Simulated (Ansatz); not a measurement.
# CH₅Cl₂HfNO: small, medium and large basis sets

Aim: see how fast density functionals converge with the basis set for CH₅Cl₂HfNO.

The runs use Ansatz 0.2.0, Gaussian basis; one geometry, several basis sets.

Plan: PBE0-D4/def2-SVP; ωB97M-V/def2-SVP; PBE0-D4/def2-QZVPP; ωB97M-V/def2-QZVPP; the functionals' def2-TZVPP values are taken from earlier runs.

### Step 1. Structure used throughout

All runs share one geometry, relaxed beforehand with PBE0-D4 in a triple-zeta def2 set. Hf takes the def2 core potential; no spin-orbit term is included.

SMILES `C[NH][Hf]([OH])([Cl])[Cl]`, 11 atoms, charge 0, spin multiplicity 1.

Atoms are counted from 1 here; the program's logs count them from 0.

Bond lengths: C1–N2 1.450 Å, C1–H7 1.096 Å, C1–H8 1.092 Å, C1–H9 1.096 Å, N2–Hf3 2.003 Å, N2–H10 1.015 Å, Hf3–O4 1.901 Å, Hf3–Cl5 2.365 Å, Hf3–Cl6 2.365 Å, O4–H11 0.953 Å. Angles: N2–C1–H7 111.9°, N2–C1–H8 109.8°, N2–C1–H9 111.9°, H7–C1–H8 107.5°, H7–C1–H9 108.0°, H8–C1–H9 107.5°, C1–N2–Hf3 132.0°, C1–N2–H10 110.9°, Hf3–N2–H10 117.1°, N2–Hf3–O4 105.2°, N2–Hf3–Cl5 108.6°, N2–Hf3–Cl6 108.6°, O4–Hf3–Cl5 112.7°, O4–Hf3–Cl6 112.7°, Cl5–Hf3–Cl6 108.9°, Hf3–O4–H11 162.4°.

Geometry (Å):

```xyz
11
charge 0, multiplicity 1
C     0.59177   -0.62115    1.53574
N     0.64515    0.41698    0.52482
Hf   -0.34138    0.65781   -1.20111
O    -1.49149   -0.85038   -1.33157
Cl    1.23396    0.76026   -2.96193
Cl   -1.52513    2.70331   -1.11364
H     1.55841   -1.12226    1.65791
H    -0.13814   -1.37994    1.24757
H     0.28910   -0.22550    2.51159
H     1.31838    1.13367    0.77618
H    -2.14062   -1.47280   -1.64556
```

### Step 2. PBE0-D4 in def2-SVP

in.yaml reads:

```yaml
crystal:
  periodic: [false, false, false]
  atoms:
    - {symbol: C, position_ang: [0.591768, -0.621146, 1.535745]}
    - {symbol: N, position_ang: [0.645153, 0.416976, 0.524823]}
    - {symbol: Hf, position_ang: [-0.341385, 0.657813, -1.201109]}
    - {symbol: O, position_ang: [-1.491491, -0.850385, -1.331565]}
    - {symbol: Cl, position_ang: [1.233963, 0.760261, -2.961933]}
    - {symbol: Cl, position_ang: [-1.525126, 2.703313, -1.113636]}
    - {symbol: H, position_ang: [1.558412, -1.122257, 1.657911]}
    - {symbol: H, position_ang: [-0.138138, -1.379941, 1.247572]}
    - {symbol: H, position_ang: [0.289102, -0.225503, 2.511585]}
    - {symbol: H, position_ang: [1.318376, 1.133670, 0.776179]}
    - {symbol: H, position_ang: [-2.140624, -1.472801, -1.645563]}
basis:
  gaussian: {orbitals: def2-SVP}
hamiltonian: {xc: pbe0, dispersion: d4}
output: {orbitals: {seedname: orbitals}}
```

Run with:

```bash
$ ansatz run in.yaml --threads 2 --pin off --events-out ev --progress --plain --max-ram 32768MiB --backend cpu
```

The runs that follow: ωB97M-V in def2-SVP; PBE0-D4 in def2-QZVPP; ωB97M-V in def2-QZVPP.

Q: Predict the results of all the runs planned. Wanted: PBE0-D4: double and triple zeta above quadruple; ωB97M-V: double and triple zeta above quadruple.

As calculated:

```
                                       quantity           value
PBE0-D4: double and triple zeta above quadruple  15.41, 1.01 eV
ωB97M-V: double and triple zeta above quadruple  15.48, 0.96 eV
```

What this shows: For PBE0-D4 the step from double to triple zeta gains 14.40 eV and the next only 1.01 eV. These are total energies; as a rule much of such shifts cancels in differences, which this series doesn't test. The LUMO of ωB97M-V is positive and keeps falling with the basis (1.22 to 0.48 eV): an unbound level that the basis holds in place.
